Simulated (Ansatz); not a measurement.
# Si2H5O2 radical: a ladder of functionals and wavefunction methods

How much do the methods differ for Si2H5O2 radical? The plan is to run it at one geometry with functionals of several rungs and with coupled cluster, and see how far each lands from CCSD(T) at the basis-set limit for the atomisation energy.

The runs use Ansatz 0.2.0, Gaussian basis; functionals in def2-TZVPP, the program's frozen cores in correlated methods.

The runs, in order: PBE-D4, r2SCAN-D4, PBE0-D4, B3LYP-D4, ωB97X-V, ωB97M-V, B2PLYP; CCSD(T)/def2-TZVPP; MP2/def2-QZVPP; extrapolation to the limit.

### Step 1. The relaxed structure

The geometry comes from an earlier relaxation with PBE0-D4 in a triple-zeta def2 set; it is a stationary point, not always the lowest conformer.

9 atoms, charge 0, spin multiplicity 2.

Atoms are counted from 1 here; the program's logs count them from 0.

Bond lengths: O1–Si2 1.659 Å, O1–H5 0.959 Å, Si2–Si3 2.351 Å, Si2–H6 1.504 Å, Si3–O4 1.654 Å, Si3–H7 1.482 Å, Si3–H8 1.494 Å, O4–H9 0.958 Å. Angles: Si2–O1–H5 117.5°, O1–Si2–Si3 108.7°, O1–Si2–H6 109.9°, Si3–Si2–H6 111.5°, Si2–Si3–O4 109.5°, Si2–Si3–H7 110.8°, Si2–Si3–H8 110.6°, O4–Si3–H7 105.6°, O4–Si3–H8 111.7°, H7–Si3–H8 108.5°, Si3–O4–H9 117.3°.

### Step 2. PBE-D4 (GGA)

in.yaml reads:

```yaml
crystal:
  periodic: [false, false, false]
  atoms:
    - {symbol: O, position_ang: [-1.960199, 1.294533, 0.040260]}
    - {symbol: Si, position_ang: [-0.418781, 1.045679, 0.600975]}
    - {symbol: Si, position_ang: [0.264756, -1.119407, -0.008945]}
    - {symbol: O, position_ang: [1.899124, -1.262455, 0.203104]}
    - {symbol: H, position_ang: [-2.269143, 2.200138, -0.019772]}
    - {symbol: H, position_ang: [0.504073, 2.093780, 0.043196]}
    - {symbol: H, position_ang: [-0.344044, -2.135525, 0.882410]}
    - {symbol: H, position_ang: [-0.137373, -1.421936, -1.415895]}
    - {symbol: H, position_ang: [2.461587, -0.694807, -0.325333]}
basis:
  gaussian: {orbitals: def2-TZVPP}
magnetization: {spin_polarized: true, initial_magnetization: 1}
hamiltonian: {xc: pbe, dispersion: d4}
output: {forces: true, orbitals: {seedname: orbitals}}
```

The run is started by

```console
$ ansatz run in.yaml --threads 2 --pin off --events-out ev --progress --plain --max-ram 22528MiB --backend cpu
```

Further steps of the session: r2SCAN-D4 (meta-GGA); PBE0-D4 (hybrid); B3LYP-D4 (hybrid); ωB97X-V (range-separated); ωB97M-V (range-separated); B2PLYP (double hybrid); CCSD(T) in def2-TZVPP; MP2 in def2-QZVPP.

**Question.** What will the summary of the whole plan be? Wanted: atomisation energy, CCSD(T)/CBS; farthest; mean size of error, hybrid; mean size of error, range-separated; gap, smallest and largest; T1 diagnostic; triples share of the correlation energy.

The runs gave:

| quantity | value |
| --- | --- |
| atomisation energy, CCSD(T)/CBS | 31.039 eV |
| functionals within 0.155 eV (0.5 %) | PBE-D4, r2SCAN-D4, ωB97X-V, ωB97M-V |
| farthest | B2PLYP (-0.564 eV) |
| mean size of error, hybrid | 0.381 eV |
| mean size of error, range-separated | 0.083 eV |
| gap, smallest and largest | 1.45 eV (PBE-D4), 7.32 eV (ωB97X-V) |
| T1 diagnostic | 0.0149 |
| triples share of the correlation energy | 3.4 % |

PBE-D4 is off by +0.056 eV. Double hybrids carry the basis error of their MP2 part in triple zeta, and no dispersion term here, so their miss is partly the set-up's. The reference freezes the cores and leaves out relativity and excitations past (T), so misses under about 0.155 eV can't be ranked. Hartree-Fock recovers 71 % of the binding; the rest is correlation. The gap grows from 1.5 to 7.3 eV across the functionals, mostly with the share of exact exchange.
